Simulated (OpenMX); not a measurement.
The system is HPbNO4.

```
H Pb N O
1.0
     4.19923    0.11117    0.16817
     1.91600    3.89132    0.12568
     1.76085    1.25259    6.37266
H Pb N O
1 1 1 4
Cartesian
  6.1559 3.5396 4.2374
  3.9410 4.7367 5.7714
  2.1622 1.5295 2.0021
  6.1170 3.6060 5.2180
  2.2525 1.0554 0.8130
  2.1821 0.7481 2.9790
  2.0545 2.7723 2.1460
```

The cell was built by a generator and needn't be a form met in nature.

Base run:

| Quantity | Value |
| --- | --- |
| Program | OpenMX 3.8.5 |
| Functional | PBE |
| Potentials or basis | OpenMX 2013 PBE set, H6.0-s2p1, Pb8.0-s3p2d2f1, N6.0-s2p2d1, O6.0-s2p2d1, grid cutoff 500 Ry |
| k mesh | 5 × 5 × 5 |
| Occupations | fermi-dirac, width 0.05 eV |
| Spin | non-collinear spin, zero start, spin-orbit coupling |
| Starting moments | [[0.0, 0.0, 0.0], [0.0, 0.0, 0.0], [0.0, 0.0, 0.0], [0.0, 0.0, 0.0], [0.0, 0.0, 0.0], [0.0, 0.0, 0.0], [0.0, 0.0, 0.0]] μB |

Its results: band gap on the k mesh 2.73 eV, indirect (least direct gap 2.75 eV); largest force 1.197 eV/Å.

Problem. The run is repeated on the same cell with these changes: spin from non-collinear spin, zero start, spin-orbit coupling to no spin polarisation. What comes out?

Solution. Band gap on the k mesh 2.90 eV, indirect (least direct gap 2.91 eV); largest force 1.195 eV/Å.

Spin-orbit coupling splits the band edges, which narrows the gap.

Caveats: the basis of atomic orbitals isn't converged, which shifts pressures, moduli and gaps; forces of over 1 eV/Å show positions far from the minimum, so gaps and moduli don't describe the material at rest; total energies with and without spin-orbit coupling shouldn't be compared in this program (some runs); spin-orbit coupling is left out, which as a rule narrows the gap of such compounds by several tenths of an eV (some runs).

A k mesh can miss the band edges.

Not every run made on this cell is shown here.
